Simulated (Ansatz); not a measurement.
# HfB2: the cost of one run

Computed with Ansatz 0.2.0 (DFT LDA, scalar-relativistic, plane waves, PAW, unless a step's input says otherwise).

### 1 Starting point

Symmetry: P6/mmm, No. 191, hexagonal system. The conventional cell has a = 3.140 Å, b = 3.140 Å, c = 3.470 Å, α = 90.00°, β = 90.00°, γ = 120.00°. Hf (site symmetry 6/mmm) has 12 B at 2.51 Å as nearest neighbours. B (site symmetry -6m2) has 3 B at 1.81 Å and 6 Hf at 2.51 Å as nearest neighbours.

Structure file:

```
CELL_PARAMETERS angstrom
3.14000 0.00000 0.00000
-1.57000 2.71932 0.00000
0.00000 0.00000 3.47000
ATOMIC_POSITIONS crystal
Hf 0.00000 0.00000 0.00000
B 0.33333 0.66667 0.50000
B 0.66667 0.33333 0.50000
```

### 2 Relaxing cell and atoms: HfB2, no spin

The input, input.yaml:

```yaml
crystal:
  lattice:
    - [3.14, 0.0, 0.0]
    - [-1.57, 2.71931977, 0.0]
    - [0.0, 0.0, 3.47]
  atoms:
    - { symbol: Hf, position: [0.0, 0.0, 0.0] }
    - { symbol: B, position: [0.3333333333, 0.6666666667, 0.5] }
    - { symbol: B, position: [0.6666666667, 0.3333333333, 0.5] }
scf:
  occupations: { method: gaussian, width: 0.1 }
output:
  forces: true
  stress: true
  eigenvalues: true
  write_density: true
  write_potential: true
  elf: true
  volumetric_format: npy
kpoints:
  mp_grid: { grid: [21, 21, 16] }
hamiltonian:
  xc: lda
relax:
  f_tol: 0.003
  max_steps: 60
  cell: { stress_tol: 0.02 }
```

Command:

```console
> ansatz run input.yaml --threads 4 --pin off --max-ram 8192MiB --backend cpu --events-out ev --progress --plain --runs-dir out
```

What time and memory should one allow on 4 threads of Arm Neoverse N1, shared host?

About 53 s, with a peak of 0.53 GiB.
